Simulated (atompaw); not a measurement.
# Pseudopotential generation for gadolinium: PAW (atompaw), PBE

Do these settings give a usable potential? It is generated, then checked for scattering, ghosts and hardness.

Program: atompaw 4.2.0.5. Reference atom: PBE, scalar-relativistic, spherical and spin-unpolarised. All values are calculated.

## 1. Starting point

The settings as typed:

| Quantity | Value |
| --- | --- |
| element | gadolinium (Gd, Z = 64) |
| type | PAW |
| frozen core | [Kr] 4d10 |
| valence charge | 18 |
| reference configuration | 4f7 5s2 5p6 5d1 6s2 6p0 |
| partial waves | 5s (bound): rc 1.95 bohr; 6s (bound): rc 3.00 bohr; 5p (bound): rc 2.70 bohr; 6p (bound, empty): rc 3.00 bohr; 5d (bound): rc 2.50 bohr; 5d channel at 4.55 Ry: rc 2.50 bohr; 4f (bound): rc 0.80 bohr; 4f channel at 0.7 Ry: rc 0.80 bohr |
| local potential | troulliermartins scheme with l = 4 at 0 Ry, radius 2.90 bohr |
| core correction | smooth core density matched at 2.75 bohr |
| augmentation charge | sinc compensation charge, radius 2.50 bohr; PAW radius 3.00 bohr; waves and projectors: custom polynom vanderbiltortho |

An earlier all-electron run gives the scale for the radii.

All-electron outer shells of the reference configuration (PBE, scalar-relativistic, ld1.x):

```json
{"shell": "4p", "level (eV)": "-276.39", "outermost node (bohr)": "0.29", "outermost maximum (bohr)": "0.54"}
{"shell": "4d", "level (eV)": "-147.72", "outermost node (bohr)": "0.27", "outermost maximum (bohr)": "0.56"}
{"shell": "5s", "level (eV)": "-49.74", "outermost node (bohr)": "0.65", "outermost maximum (bohr)": "1.20"}
{"shell": "5p", "level (eV)": "-27.26", "outermost node (bohr)": "0.70", "outermost maximum (bohr)": "1.35"}
{"shell": "4f", "level (eV)": "-8.70", "outermost node (bohr)": "–", "outermost maximum (bohr)": "0.56"}
{"shell": "6s", "level (eV)": "-4.13", "outermost node (bohr)": "1.60", "outermost maximum (bohr)": "3.37"}
{"shell": "5d", "level (eV)": "-2.53", "outermost node (bohr)": "0.79", "outermost maximum (bohr)": "1.95"}
{"shell": "6p", "level (eV)": "-1.33", "outermost node (bohr)": "1.93", "outermost maximum (bohr)": "4.55"}
```

## 2. Generating the potential

Contents of Gd.input:

```
Gd 64
GGA-PBE scalarrelativistic loggrid 2001 logderivrange -6 5 276
6 6 5 4 0 0
6 1 0
5 2 1
4 3 7
0 0 0
c
c
c
c
v
v
c
c
c
v
v
c
c
v
v
3
3.00 2.50 2.90 2.75
n
n
y
4.55
n
y
0.7
n
custom polynom vanderbiltortho sinc
4 0 troulliermartins
1.95
3.00
2.70
3.00
2.50
2.50
0.80
0.80
PWSCFOUT
UPFDX 0.0125d0 UPFXMIN -7.d0 UPFZMESH 64.d0
END
```

Launch:

```bash
$ atompaw < Gd.input > Gd.log
```

Q: Predict the outcome of this session. Wanted: cutoffs for 10 and 1 mRy, occupied levels; bound ghosts; largest phase difference near zero energy, channels read; lowest eigenvalue of the overlap; share of valence orbitals outside the PAW sphere; UPF file.

The runs gave:

```
                                                quantity                                              value
               cutoffs for 10 and 1 mRy, occupied levels                             300 Ry and over 300 Ry
                                            bound ghosts                                         none found
largest phase difference near zero energy, channels read                                          0.116 rad
         lowest eigenvalue of the overlap (Bessel basis)                                          0.449 (s)
        share of valence orbitals outside the PAW sphere  5s 0 %, 6s 75 %, 5p 2 %, 6p 93 %, 5d 37 %, 4f 0 %
                                                UPF file                                            written
```

The potential is very hard: the looser tolerance needs 300 Ry. The tighter tolerance needs over 300 Ry, and converged work needs a cutoff nearer that. The slowest occupied level is 4f: taken alone it needs over 300 Ry to come within 1 mRy, against 15 Ry for 5p. It is free of bound ghosts as far as tested. Of the channels read, p scatters worst near zero energy, by up to 0.12 rad. These are tests on the free atom; a crystal test is still owed.
